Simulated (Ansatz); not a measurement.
Born–Oppenheimer molecular dynamics of a periodic cell of 16 atoms, WC (start crystal WC, start structure P-6m2, volume 1.05 times the crystal's). It starts from an unrelaxed structure (largest force component 0.06 eV/Å).

Method: DFT PBE-D3(BJ), scalar-relativistic, plane waves, PAW in Ansatz. Settings: accuracy low, PAW set soft_1, cutoff 420 eV, k mesh 2x2x2, fermi-dirac smearing 0.24 eV, no spin polarisation.

```
ensemble             : NVT, Langevin thermostat
time step            : 1 fs
steps asked          : 420
set temperature      : 300 K
friction             : 0.02 /fs
temperature schedule : 420 steps to 2800 K
seed                 : 735138
```

First frame:

```xyz
16
Lattice="-2.8988 -5.0209 0.0000 4.3482 -2.5104 0.0000 0.0000 0.0000 5.6934" Properties=species:S:1:pos:R:3
W 0.000 -5.021 0.000
C 1.449 -4.184 1.423
W 0.000 -5.021 2.847
C 1.449 -4.184 4.270
W -1.449 -2.510 0.000
C 0.000 -1.674 1.423
W -1.449 -2.510 2.847
C 0.000 -1.674 4.270
W 1.449 -2.510 0.000
C 2.899 -1.674 1.423
W 1.449 -2.510 2.847
C 2.899 -1.674 4.270
W 0.000 0.000 0.000
C -1.449 -4.184 1.423
W 0.000 0.000 2.847
C -1.449 -4.184 4.270
```

(1) What does the run give?

(2) What happens to the structure?

(3) How do temperature and energy run in time?

Results:

(1) All steps were run.

| Quantity | Value |
| --- | --- |
| steps done | 420 |
| time covered | 420 fs |
| mean temperature over the second half | 2009 K |
| spread of the potential energy over the second half | 75.4 meV per atom |
| mean potential energy of the second half above the start | 238.4 meV per atom |

The schedule's set-point averaged 2175 K over the second half and the system 2009 K. A run of 0.42 ps of so small a system gives no equilibrium averages. Limits of this set-up: coarse k mesh, low accuracy level.

(2) Mean squared displacements from the first frame to the last, about the centre of mass: W 0.03 Å², C 0.06 Å². This is one draw of velocities; another would differ in detail.

(3) 
```json
{"time (fs)": "0.0", "T (K)": "281", "potential energy less start (eV)": "0.000"}
{"time (fs)": "14.0", "T (K)": "168", "potential energy less start (eV)": "0.274"}
{"time (fs)": "28.0", "T (K)": "211", "potential energy less start (eV)": "0.400"}
{"time (fs)": "42.0", "T (K)": "282", "potential energy less start (eV)": "0.570"}
{"time (fs)": "56.0", "T (K)": "349", "potential energy less start (eV)": "0.745"}
{"time (fs)": "70.0", "T (K)": "477", "potential energy less start (eV)": "0.800"}
{"time (fs)": "84.0", "T (K)": "326", "potential energy less start (eV)": "1.269"}
{"time (fs)": "98.0", "T (K)": "641", "potential energy less start (eV)": "0.833"}
{"time (fs)": "112.0", "T (K)": "653", "potential energy less start (eV)": "1.062"}
{"time (fs)": "126.0", "T (K)": "860", "potential energy less start (eV)": "1.027"}
{"time (fs)": "140.0", "T (K)": "914", "potential energy less start (eV)": "1.556"}
{"time (fs)": "154.0", "T (K)": "850", "potential energy less start (eV)": "1.442"}
{"time (fs)": "168.0", "T (K)": "1024", "potential energy less start (eV)": "1.746"}
{"time (fs)": "182.0", "T (K)": "1030", "potential energy less start (eV)": "2.279"}
{"time (fs)": "196.0", "T (K)": "1336", "potential energy less start (eV)": "1.760"}
{"time (fs)": "210.0", "T (K)": "1540", "potential energy less start (eV)": "1.807"}
{"time (fs)": "224.0", "T (K)": "1744", "potential energy less start (eV)": "2.428"}
{"time (fs)": "238.0", "T (K)": "1396", "potential energy less start (eV)": "3.322"}
{"time (fs)": "252.0", "T (K)": "1516", "potential energy less start (eV)": "3.431"}
{"time (fs)": "266.0", "T (K)": "1912", "potential energy less start (eV)": "3.416"}
{"time (fs)": "280.0", "T (K)": "2179", "potential energy less start (eV)": "2.648"}
{"time (fs)": "294.0", "T (K)": "1677", "potential energy less start (eV)": "2.863"}
{"time (fs)": "308.0", "T (K)": "2017", "potential energy less start (eV)": "2.356"}
{"time (fs)": "322.0", "T (K)": "1620", "potential energy less start (eV)": "4.775"}
{"time (fs)": "336.0", "T (K)": "2385", "potential energy less start (eV)": "2.998"}
{"time (fs)": "350.0", "T (K)": "2081", "potential energy less start (eV)": "4.609"}
{"time (fs)": "364.0", "T (K)": "2308", "potential energy less start (eV)": "4.609"}
{"time (fs)": "378.0", "T (K)": "2049", "potential energy less start (eV)": "5.404"}
{"time (fs)": "392.0", "T (K)": "3067", "potential energy less start (eV)": "3.942"}
{"time (fs)": "406.0", "T (K)": "2551", "potential energy less start (eV)": "5.759"}
{"time (fs)": "420.0", "T (K)": "1814", "potential energy less start (eV)": "7.082"}
```

The run took 29 min on 1 thread of Arm Neoverse V2, with other jobs on the host, peak memory 0.58 GiB.
